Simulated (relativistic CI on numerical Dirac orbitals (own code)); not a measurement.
**Si⁴⁺: one ion under different settings**

Aim: see what numerical and physical settings do to the SCF, the total energy and the lowest levels of Si⁴⁺.

Program: relativistic CI on numerical Dirac orbitals (own code) version 3. Level of theory: Dirac-Coulomb-Breit CI, KLI orbitals optimised for each configuration, model QED (radiative potential, 1s self-energy scaled to tabulated hydrogen-like ionisation energies), numerical settings as typed. These are calculated values, not measurements, unless marked.

### 1 The atom as given

- ion: Si⁴⁺ (Si V)
- nuclear charge: 14
- electrons: 10
- isotope: A = 28

### 2 Usual settings

The run's settings:

```ini
atom Si  Z=14  charge=4  electrons=10
nucleus A=28  rms_radius_fm=3.1224
hamiltonian dirac-coulomb  breit=on  qed=on  c_scale=1
orbitals kli  potential=per-configuration
slater_scale 1
correlation none
mixing on
grid step=0.0125 r_max=20.6
scf mixing=0.4 start=green max_iterations=150 tolerance=2e-08 node_fill=0.05
configurations
  [He] 2s2 2p6
  [He] 2s2 2p5 3s
  [He] 2s2 2p5 3p
  [He] 2s2 2p5 3d
  [He] 2s 2p6 3s
end
```

The run is started by

```
python run_levels.py task.json out
```

task.json lists these runs, among others, and the program works through them in turn.

### 3 Grid step 0.008, potential mixing 0.2, nuclear radius 2.8102

The run's settings:

```ini
atom Si  Z=14  charge=4  electrons=10
nucleus A=28  rms_radius_fm=2.8102
hamiltonian dirac-coulomb  breit=on  qed=on  c_scale=1
orbitals kli  potential=per-configuration
slater_scale 1
correlation none
mixing on
grid step=0.008 r_max=20.6
scf mixing=0.2 start=green max_iterations=150 tolerance=2e-08 node_fill=0.05
configurations
  [He] 2s2 2p6
  [He] 2s2 2p5 3s
  [He] 2s2 2p5 3p
  [He] 2s2 2p5 3d
  [He] 2s 2p6 3s
end
```

### 4 Breit term off, start potential previous

The run's settings:

```ini
atom Si  Z=14  charge=4  electrons=10
nucleus A=28  rms_radius_fm=3.1224
hamiltonian dirac-coulomb  breit=off  qed=on  c_scale=1
orbitals kli  potential=per-configuration
slater_scale 1
correlation none
mixing on
grid step=0.0125 r_max=20.6
scf mixing=0.4 start=previous max_iterations=150 tolerance=2e-08 node_fill=0.05
configurations
  [He] 2s2 2p6
  [He] 2s2 2p5 3s
  [He] 2s2 2p5 3p
  [He] 2s2 2p5 3d
  [He] 2s 2p6 3s
end
```

### 5 Speed-of-light factor 1.25, nuclear radius 2.8102, end of the grid 30.9

The run's settings:

```ini
atom Si  Z=14  charge=4  electrons=10
nucleus A=28  rms_radius_fm=2.8102
hamiltonian dirac-coulomb  breit=on  qed=on  c_scale=1.25
orbitals kli  potential=per-configuration
slater_scale 1
correlation none
mixing on
grid step=0.0125 r_max=30.9
scf mixing=0.4 start=green max_iterations=150 tolerance=2e-08 node_fill=0.05
configurations
  [He] 2s2 2p6
  [He] 2s2 2p5 3s
  [He] 2s2 2p5 3p
  [He] 2s2 2p5 3d
  [He] 2s 2p6 3s
end
```

(Steps that only read results are left out.)

Q: Predict the outcome of this session. Wanted: lowest level, usual settings; total energy; first excitation.

As calculated:

| setting | total energy less usual (Ha) | largest shift of a level among the lowest eight of both runs, same label and place (cm⁻¹) | SCF iterations | time | lowest level | kind of change |
| --- | --- | --- | --- | --- | --- | --- |
| usual | 0 | 0 | 51 | 0.094 s | 2p6 1S0 | - |
| grid step 0.008, potential mixing 0.2, nuclear radius 2.8102 | -3.59e-05 | 0.0755 | 55 | 0.14 s | 2p6 1S0 | unphysical constant |
| Breit term off, start potential previous | -0.0544 | 511 | 50 | 0.087 s | 2p6 1S0 | model term |
| speed-of-light factor 1.25, nuclear radius 2.8102, end of the grid 30.9 | 0.204 | 1040 | 50 | 0.094 s | 2p6 1S0 | unphysical constant |

| quantity | value |
| --- | --- |
| lowest level, usual settings | 2p6 1S0 |
| total energy | -285.7102 Ha |
| first excitation | 829374 cm⁻¹ |

Among the runs whose levels can be followed, they move most under «speed-of-light factor 1.25, nuclear radius 2.8102, end of the grid 30.9» (unphysical constant), by up to 1040 cm⁻¹. Only the listed configurations are in the model.
